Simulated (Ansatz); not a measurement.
# Cl2HInS: a ladder of functionals and wavefunction methods

One table from this session's results is given with a row withheld; the runs are named, their logs left out.

Computed with Ansatz 0.2.0, Gaussian basis. Level: functionals in def2-TZVPP, the program's frozen cores in correlated methods.

Levels to be run: LDA (SPW92), PBE-D4, revPBE-D4, BLYP-D4, r2SCAN-D4, B97M-V, PBE0-D4, B3LYP-D4, r2SCANh-D4, r2SCAN0-D4, HSE06-D4, BHLYP-D4, CAM-B3LYP-D4, LC-ωPBE, ωB97X-V, ωB97M-V, B2PLYP, PBE-QIDH; CCSD(T)/def2-SVP; CCSD(T)/def2-TZVPP; MP2/def2-QZVPP; extrapolation to the limit; RPA on PBE.

## Structure used throughout

All runs share one geometry, relaxed beforehand with PBE0-D4 in a triple-zeta def2 set. In takes the def2 core potential; no spin-orbit term is included.

SMILES `[SH][In]([Cl])[Cl]`, 5 atoms, charge 0, spin multiplicity 1.

Atoms are counted from 1 here; the program's logs count them from 0.

Bond lengths: S1–In2 2.353 Å, S1–H5 1.345 Å, In2–Cl3 2.303 Å, In2–Cl4 2.309 Å. Angles: In2–S1–H5 92.0°, S1–In2–Cl3 121.9°, S1–In2–Cl4 121.0°, Cl3–In2–Cl4 117.1°.

Set-up of the first run:

in.yaml

```yaml
crystal:
  periodic: [false, false, false]
  atoms:
    - {symbol: S, position_ang: [-0.110583, 1.747653, 0.701554]}
    - {symbol: In, position_ang: [0.321077, -0.459867, 0.009322]}
    - {symbol: Cl, position_ang: [2.156403, -1.632505, 0.757060]}
    - {symbol: Cl, position_ang: [-1.092725, -1.543321, -1.459499]}
    - {symbol: H, position_ang: [-1.224273, 1.814440, -0.049839]}
basis:
  gaussian: {orbitals: def2-TZVPP}
hamiltonian: {xc: lda}
output: {orbitals: {seedname: orbitals}}
```

Among the steps run: LDA; PBE-D4 (GGA); revPBE-D4 (GGA); BLYP-D4 (GGA); r2SCAN-D4 (meta-GGA); B97M-V (meta-GGA); PBE0-D4 (hybrid); B3LYP-D4 (hybrid); r2SCANh-D4 (hybrid); r2SCAN0-D4 (hybrid); HSE06-D4 (hybrid); BHLYP-D4 (hybrid); CAM-B3LYP-D4 (range-separated); LC-ωPBE-D4 (range-separated; the results give it without D4); ωB97X-V (range-separated); ωB97M-V (range-separated); B2PLYP (double hybrid); PBE-QIDH (double hybrid).

One table of the session follows, with a row left open; its other results are not shown here.

It belongs to the step «Orbital energies across the functionals». 

| functional | HOMO (eV) | LUMO (eV) | gap (eV) |
| --- | --- | --- | --- |
| LDA (SPW92) | -7.22 | -3.64 | 3.58 |
| PBE-D4 | ? | ? | ? |
| revPBE-D4 | -7.00 | -3.21 | 3.79 |
| BLYP-D4 | -6.88 | -3.26 | 3.62 |
| r2SCAN-D4 | -7.37 | -3.14 | 4.23 |
| B97M-V | -7.41 | -3.13 | 4.28 |
| PBE0-D4 | -8.30 | -2.47 | 5.83 |
| B3LYP-D4 | -8.04 | -2.76 | 5.28 |
| r2SCANh-D4 | -7.82 | -2.83 | 4.99 |
| r2SCAN0-D4 | -8.50 | -2.36 | 6.14 |
| HSE06-D4 | -7.89 | -2.84 | 5.06 |
| BHLYP-D4 | -9.37 | -1.58 | 7.79 |
| CAM-B3LYP-D4 | -9.61 | -1.52 | 8.10 |
| LC-ωPBE | -11.04 | -0.26 | 10.78 |
| ωB97X-V | -10.66 | -0.41 | 10.25 |
| ωB97M-V | -10.48 | -0.53 | 9.95 |

**Question.** Estimate the row for PBE-D4.

The run gave: HOMO (eV): -7.06; LUMO (eV): -3.32; gap (eV): 3.73. In the column «HOMO (eV)» it lies between LDA (SPW92) (-7.22) and revPBE-D4 (-7.00).
